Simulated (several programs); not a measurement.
# What each method gives for Sr₂SO (ordering on rocksalt)

Sr₂SO, ordered on the rocksalt lattice (P4/mmm) with 4 atoms a cell, relaxed with r2SCAN in Ansatz, was computed with several methods. It is tetragonal, P4/mmm (No. 123); conventional cell a = 4.021 Å, c = 5.692 Å, 23.01 Å³ an atom. O has 6 Sr at 2.84–2.85 Å; Sr has 4 S at 2.84 Å and 2 O at 2.85 Å; S has 6 Sr at 2.84–2.85 Å; Sr has 4 O at 2.84 Å and 2 S at 2.85 Å. The calculation is spin-unpolarised, and the structure need not be a phase that has been made.

```cif
data_structure
_symmetry_space_group_name_H-M 'P4/mmm'
_symmetry_Int_Tables_number 123
_cell_length_a 4.0209
_cell_length_b 4.0209
_cell_length_c 5.6919
_cell_angle_alpha 90.000
_cell_angle_beta 90.000
_cell_angle_gamma 90.000
_cell_volume 92.02
loop_
_atom_site_label
_atom_site_type_symbol
_atom_site_symmetry_multiplicity
_atom_site_Wyckoff_symbol
_atom_site_fract_x
_atom_site_fract_y
_atom_site_fract_z
_atom_site_occupancy
O1 O 1 a 0.00000 0.00000 0.00000 1
Sr1 Sr 1 b 0.00000 0.00000 0.50000 1
S1 S 1 d 0.50000 0.50000 0.50000 1
Sr2 Sr 1 c 0.50000 0.50000 0.00000 1
```

Gaps and times are for a single point on this cell; volume and bulk modulus come from each method's own relaxation or energy curve at fixed shape, which is too stiff where a cell has free coordinates or axes. Times are rough, from shared hosts (Arm Neoverse V1; Intel Xeon Processor @ 2.50GHz), and each method has its own mesh and cell size. A dagger marks a closed or tiny gap in a crystal that DFT finds insulating: a failure of the method or a wrong SCF state. A double dagger marks a value from a curve with shape and coordinates held. PM6 (MOPAC), PM7 (MOPAC), GFN1-xTB (tblite), GFN2-xTB (tblite) treat a cluster of cells at its zone centre, which samples few k points: where these miss a band edge, the gap comes out too large for that reason alone. Gaps from k meshes are read at a limited set of points (mesh, symmetry points, PBE's band edges), so each method's own least gap may be somewhat smaller. xTB and the PM methods were fitted mostly to molecules, and can miss a solid's gap by electronvolts. Minimal bases can be far off for gaps. Times of the plane-wave ladder aren't listed, since it ran on unlike processors and cards. GLLB-SC's gap includes the derivative discontinuity. G0W0 is at finite bands, cutoff and mesh. d marks a direct gap, i an indirect one (no mark: not told apart), a dash a value that wasn't computed or didn't pass its checks.

| method | kind | gap (eV) | own volume (Å³/atom) | bulk modulus (GPa) | atoms computed | processor time |
| --- | --- | --- | --- | --- | --- | --- |
| light PBE (260 eV and a coarse mesh) | light plane-wave | 2.12 d | – | – | 4 | 1.1 s |
| PBE | semilocal | 2.20 d | 23.28 | 58‡ | 4 | – |
| PM7 (MOPAC) | semi-empirical | 5.86 | – | – | cluster | 5.7 s |
| PM6 (MOPAC) | semi-empirical | 4.89 | – | – | cluster | 6.7 s |
| GFN2-xTB (tblite) | tight binding | 0.00† | 21.00‡ | 30‡ | cluster | 8.3 s |
| PBE/SZV (CP2K) | small basis | 0.00† | – | – | 4 | 10 s |
| GFN1-xTB (tblite) | tight binding | 3.99 | – | – | cluster | 11 s |
| r2SCAN | semilocal | 2.62 d | 23.01 | 63‡ | 4 | – |
| PBE/DZVP (CP2K) | small basis | 2.52 d | 23.46‡ | 59‡ | 4 | 17 s |
| GLLB-SC (GPAW) | model potential | 5.08 | – | – | 4 | 41 s |
| PBE+SOC | semilocal | 2.18 d | – | – | 4 | – |
| PBE/single zeta (GPAW) | small basis | 2.30 d | – | – | 4 | 110 s |
| PBE0 | hybrid | 4.14 d | – | – | 4 | – |
| HSE06 | hybrid | 3.41 d | – | – | 4 | – |
| G0W0@r2SCAN (140 eV screening cutoff) | many-body | 3.56 | – | – | 4 | – |
| G0W0@HSE06 (140 eV screening cutoff) | many-body | 3.92 | – | – | 4 | – |
| G0W0@PBE (210 eV screening cutoff) | many-body | 3.44 | – | – | 4 | – |

Against HSE06 (3.41 eV) and with closed or daggered gaps left aside, the nearest gap at the points sampled is that of G0W0@PBE (210 eV screening cutoff) (+0.03 eV) and the farthest that of PM7 (MOPAC) (+2.45 eV). HSE06 is only a yardstick of convenience, and nearness to it can be luck.

Volumes against r2SCAN's: PBE +1.2 %.

Only the rows marked +SOC include spin-orbit coupling.
